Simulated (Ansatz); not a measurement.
# CdB6Ir: the cost of one run

Method: DFT PBE, scalar-relativistic, plane waves, PAW, in Ansatz 0.2.0.

1 further run of the same task is left out (it didn't finish).

## 1. The starting structure

The structure is cubic, space group Fm-3m (No. 225). The conventional cell has a = 7.668 Å, b = 7.668 Å, c = 7.668 Å, α = 90.00°, β = 90.00°, γ = 90.00°. Around Cd (site symmetry m-3m) lie 6 B at 1.96 Å. B (site symmetry 4mm) is surrounded by 1 Ir at 1.88 Å and 1 Cd at 1.96 Å. Around Ir (site symmetry m-3m) lie 6 B at 1.88 Å.

Structure file:

```cif
data_structure
_symmetry_space_group_name_H-M 'P 1'
_symmetry_Int_Tables_number 1
_cell_length_a 5.4219
_cell_length_b 5.4219
_cell_length_c 5.4219
_cell_angle_alpha 60.000
_cell_angle_beta 60.000
_cell_angle_gamma 60.000
_cell_volume 112.70
loop_
_atom_site_label
_atom_site_type_symbol
_atom_site_fract_x
_atom_site_fract_y
_atom_site_fract_z
_atom_site_occupancy
Cd1 Cd 0.00000 0.00000 0.00000 1
B1 B 0.74500 0.25500 0.25500 1
B2 B 0.25500 0.74500 0.74500 1
B3 B 0.25500 0.74500 0.25500 1
B4 B 0.74500 0.25500 0.74500 1
B5 B 0.25500 0.25500 0.74500 1
B6 B 0.74500 0.74500 0.25500 1
Ir1 Ir 0.50000 0.50000 0.50000 1
```

The cell is invented: species swapped into a database cell of ZrMnF6 (Fm-3m, No. 225), with Ir on the Zr sites, Cd on the Mn sites and B on the F sites. The dimensions are guesses.

## 2. A first look at the guess

input.yaml

```yaml
crystal:
  lattice:
    - [0.0, 3.83385891, 3.83385891]
    - [3.83385891, 0.0, 3.83385891]
    - [3.83385891, 3.83385891, 0.0]
  atoms:
    - { symbol: Cd, position: [0.0, 0.0, 0.0] }
    - { symbol: B, position: [0.74499932, 0.25500068, 0.25500068] }
    - { symbol: B, position: [0.25500068, 0.74499932, 0.74499932] }
    - { symbol: B, position: [0.25500068, 0.74499932, 0.25500068] }
    - { symbol: B, position: [0.74499932, 0.25500068, 0.74499932] }
    - { symbol: B, position: [0.25500068, 0.25500068, 0.74499932] }
    - { symbol: B, position: [0.74499932, 0.74499932, 0.25500068] }
    - { symbol: Ir, position: [0.5, 0.5, 0.5] }
basis:
  ecutwfc: 420
kpoints:
  mp_grid: { grid: [4, 4, 4] }
hamiltonian:
  xc: pbe
scf:
  occupations: { method: gaussian, width: 0.1 }
  lower_state_search: "off"
output:
  forces: true
  stress: true
  eigenvalues: true
```

On the command line:

```sh
> ansatz run input.yaml --threads 1 --pin off --max-ram 2048MiB --backend cpu --events-out ev --progress --plain --runs-dir out
```

**Question.** How long does this run take on 1 thread of Arm Neoverse V2, shared host, and how much memory does it need?

About 2.2 s, with a peak of 0.37 GiB.
